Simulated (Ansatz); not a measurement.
EuCuAs:

```
Eu As Cu
1.0
     4.19879    0.00000    0.00000
    -2.09940    3.63626    0.00000
     0.00000    0.00000    8.33400
Eu As Cu
2 2 2
Cartesian
  0.0000 0.0000 0.0000
  0.0000 0.0000 4.1670
  2.0994 1.2121 6.2505
  0.0000 2.4242 2.0835
  0.0000 2.4242 6.2505
  2.0994 1.2121 2.0835
```

The cell is a database's computed one.

```yaml
Program: Ansatz 0.2.0
Task: single point
Functional: PBEsol
Potentials_or_basis: Ansatz PAW
Cutoff: "420 eV (not typed: the program's choice for these potentials)"
k_mesh: 7 × 7 × 4
Occupations: fermi-dirac, width 0.05 eV
Spin: collinear spin, ferromagnetic start
Starting_moments: "[7.0, 7.0, 0.0, 0.0, 0.6, 0.6] μB"
```

On this cell: pressure -3.8 GPa; largest force under 0.003 eV/Å; net moment 14.04 μB per cell; site moments Eu +6.76; As -0.04; Cu -0.00 μB; band gap on the k mesh none (metal or under the smearing width).

The same run follows on a disturbed copy (atoms moved at random, drawn with an rms of 0.05 Å):

```
Eu As Cu
1.0
     4.19879    0.00000    0.00000
    -2.09940    3.63626    0.00000
     0.00000    0.00000    8.33400
Eu As Cu
2 2 2
Direct
  0.98872 0.99171 0.99574
  0.99702 0.00723 0.50516
  0.66599 0.32949 0.74818
  0.34348 0.66239 0.25387
  0.33472 0.65860 0.74795
  0.64718 0.32377 0.24561
```

Problem. What does the disturbed cell give?

Solution. The energy (extrapolated to zero smearing) moves by +9.6 meV/atom; pressure -3.5 GPa; largest force 0.657 eV/Å; net moment 14.04 μB per cell; site moments Eu +6.76, +6.74; As -0.04; Cu -0.00, -0.01 μB; band gap on the k mesh none (metal or under the smearing width).

Forces in eV/Å, atoms in the order of the input:
```
Eu   0.107  0.035  0.229
Eu   0.112 -0.141 -0.308
As   0.028 -0.048  0.062
As  -0.649  0.030 -0.096
Cu  -0.148  0.110  0.038
Cu   0.551  0.015  0.076
```

Stress tensor (GPa, compression positive):
```
-3.58 -0.55 -0.06
-0.55 -3.74  0.06
-0.06  0.06 -3.32
```

Caveats: spin-orbit coupling is left out, which moves the levels of the heavy elements; without U or exact exchange the open f shell lies at the Fermi level, which spoils levels, moments and volumes; the PAW data sets come from PBE, with cores solved anew for the run's functional, which leaves a small shift of forces and pressure.
